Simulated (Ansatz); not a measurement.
# Zr3AlN4: a listed cell, distorted in several ways

Program: Ansatz 0.2.0. Level of theory: DFT r2SCAN, scalar-relativistic, plane waves, PAW. These are calculated values, not measurements.

**1. The starting structure**

Symmetry: P4/mmm, No. 123, tetragonal system. Conventional cell: a = 3.215 Å, b = 3.215 Å, c = 8.976 Å, α = 90.00°, β = 90.00°, γ = 90.00°. Zr (site symmetry 4mm) has 6 N at 2.23 to 2.28 Å as nearest neighbours. Zr (site symmetry 4/mmm) is surrounded by 6 N at 2.27 to 2.47 Å. Al (site symmetry 4/mmm) has 6 N at 2.02 to 2.27 Å as nearest neighbours. N (site symmetry 4mm) is surrounded by 1 Al at 2.02 Å and 5 Zr at 2.28 to 2.47 Å. Around N (site symmetry 4/mmm) lie 2 Zr at 2.23 Å and 4 Al at 2.27 Å. N (site symmetry 4/mmm) has 6 Zr at 2.26 to 2.27 Å as nearest neighbours.

As a file:

```
Zr Al N
1.0
     3.21491    0.00000    0.00000
     0.00000    3.21491    0.00000
     0.00000    0.00000    8.97645
Zr Al N
3 1 4
Direct
  0.50000 0.50000 0.75135
  0.00000 0.00000 0.50000
  0.50000 0.50000 0.24865
  0.00000 0.00000 0.00000
  0.00000 0.00000 0.22513
  0.50000 0.50000 0.00000
  0.00000 0.00000 0.77487
  0.50000 0.50000 0.50000
```

The structure comes from the Materials Project (structure only).

(A quick probe on a coarse mesh, which set the mesh and smearing, is not shown.)

**3. Reference: the cell as listed**

Input file input.yaml:

```yaml
crystal:
  lattice:
    - [3.214915, 0.0, 0.0]
    - [0.0, 3.214915, 0.0]
    - [0.0, 0.0, 8.976445]
  atoms:
    - { symbol: Zr, position: [0.5, 0.5, 0.75135] }
    - { symbol: Zr, position: [0.0, 0.0, 0.5] }
    - { symbol: Zr, position: [0.5, 0.5, 0.24865] }
    - { symbol: Al, position: [0.0, 0.0, 0.0] }
    - { symbol: "N", position: [0.0, 0.0, 0.225134] }
    - { symbol: "N", position: [0.5, 0.5, 0.0] }
    - { symbol: "N", position: [0.0, 0.0, 0.774866] }
    - { symbol: "N", position: [0.5, 0.5, 0.5] }
basis:
  ecutwfc: 500
kpoints:
  mp_grid: { grid: [12, 12, 4] }
hamiltonian:
  xc: r2scan
scf:
  occupations: { method: gaussian, width: 0.1 }
output:
  forces: true
  stress: true
  eigenvalues: true
  populations: true
  write_density: true
  write_potential: true
  elf: true
  volumetric_format: npy
```

On the command line:

```sh
$ ansatz run input.yaml --threads 1 --pin off --max-ram 2560MiB --backend cpu --events-out ev --progress --plain --runs-dir out
```

Q: Estimate wall time and peak memory on 1 thread of AMD EPYC 7R43 (Zen 3), shared host.

About 57 s, with a peak of 0.75 GiB.
